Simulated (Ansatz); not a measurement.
# SnPt3: response to strain

SnPt3 is deformed so: equal xy, yz and zx engineering shear strains of +2 %. What stress and forces result, by LAPW, PAW and all-electron datasets made for the crystal?

Computed with Ansatz 0.2.0 (DFT LDA, scalar-relativistic, unless a step's input says otherwise).

## 1. The structure to begin with

The structure is cubic, space group Pm-3m (No. 221). Conventional cell: a = 4.000 Å, b = 4.000 Å, c = 4.000 Å, α = 90.00°, β = 90.00°, γ = 90.00°. Around Sn (site symmetry m-3m) lie 12 Pt at 2.83 Å. Pt (site symmetry 4/mmm) has 4 Sn at 2.83 Å and 8 Pt at 2.83 Å as nearest neighbours.

Structure file:

```
CELL_PARAMETERS angstrom
4.00000 0.00000 0.00000
0.00000 4.00000 0.00000
0.00000 0.00000 4.00000
ATOMIC_POSITIONS crystal
Sn 0.00000 0.00000 0.00000
Pt 0.00000 0.50000 0.50000
Pt 0.50000 0.00000 0.50000
Pt 0.50000 0.50000 0.00000
```

Atoms are numbered in the order of the input: Sn1, Pt2, Pt3, Pt4.

## 2. After the deformation

Space group Pm-3m before, R-3m after.

## 3. LAPW, all electrons

File input.yaml:

```yaml
crystal:
  lattice:
    - [4.0, 0.04, 0.04]
    - [0.04, 4.0, 0.04]
    - [0.04, 0.04, 4.0]
  atoms:
    - { symbol: Sn, position: [0.0, 0.0, 0.0] }
    - { symbol: Pt, position: [0.0, 0.5, 0.5] }
    - { symbol: Pt, position: [0.5, 0.0, 0.5] }
    - { symbol: Pt, position: [0.5, 0.5, 0.0] }
kpoints:
  mp_grid: { grid: [8, 8, 8] }
  band_path:
    path:
      - [0.0, 0.0, 0.0]
      - [0.5, 0.5, 0.5]
      - [0.5193194925, 0.4806805075, 0.5]
      - [0.5, -0.4806805075, 0.4806805075]
      - [0.5, 0.0, 0.0]
      - [0.0, 0.0, 0.0]
      - [0.4903402537, -0.4903402537, 0.0]
      - [0.5096597463, 0.0, 0.4903402537]
      - [0.5, 0.0, 0.5]
    npoints: 5
scf:
  occupations: { method: fermi_dirac, width: 0.05 }
hamiltonian:
  xc: lda
  pseudopotentials: { kind: all_electron, lapw: { basis_error: 0.0005 } }
output:
  forces: true
  stress: true
  eigenvalues: true
```

Command:

```console
$ ansatz run input.yaml --threads 1 --pin off --max-ram 4096MiB --backend cpu --events-out ev --progress --plain --runs-dir out
```

## 4. PAW with frozen cores

File input.yaml:

```yaml
crystal:
  lattice:
    - [4.0, 0.04, 0.04]
    - [0.04, 4.0, 0.04]
    - [0.04, 0.04, 4.0]
  atoms:
    - { symbol: Sn, position: [0.0, 0.0, 0.0] }
    - { symbol: Pt, position: [0.0, 0.5, 0.5] }
    - { symbol: Pt, position: [0.5, 0.0, 0.5] }
    - { symbol: Pt, position: [0.5, 0.5, 0.0] }
kpoints:
  mp_grid: { grid: [8, 8, 8] }
scf:
  occupations: { method: fermi_dirac, width: 0.05 }
hamiltonian:
  xc: lda
  pseudopotentials: { kind: paw }
output:
  forces: true
  stress: true
  eigenvalues: true
  efg: { contact_densities: true }
  write_density: true
  write_potential: true
  elf: true
  volumetric_format: npy
```

## 5. Datasets made for this crystal

input.yaml: that of step 4 with these lines changed.

```diff
@@ -16,3 +16,3 @@
   xc: lda
-  pseudopotentials: { kind: paw }
+  pseudopotentials: { kind: all_electron, datasets: crystal }
 output:
@@ -22,5 +22 @@
   efg: { contact_densities: true }
-  write_density: true
-  write_potential: true
-  elf: true
-  volumetric_format: npy
```

(Steps that only read results are left out.)

Before running it: what results should come out? Wanted: pressure; largest shear or deviatoric stress.

**Answer**, as computed:

| quantity | value |
| --- | --- |
| pressure | LAPW -3.30, PAW -3.30, crystal datasets -3.30 GPa |
| largest shear or deviatoric stress (LAPW) | 1.48 GPa |

**Reading.** The largest part of the stress beyond the pressure is 1.48 GPa in size; the atoms are carried along and not relaxed. No run of the undeformed cell stands beside it, so the pressure holds what the given cell had before the change. PAW: stress within 0.01 GPa of LAPW. Crystal datasets: stress within 0.01 GPa of LAPW. Spin-orbit coupling is left out, though the cell holds Pt; in elements this heavy it can shift bands and gaps by tenths of an eV.
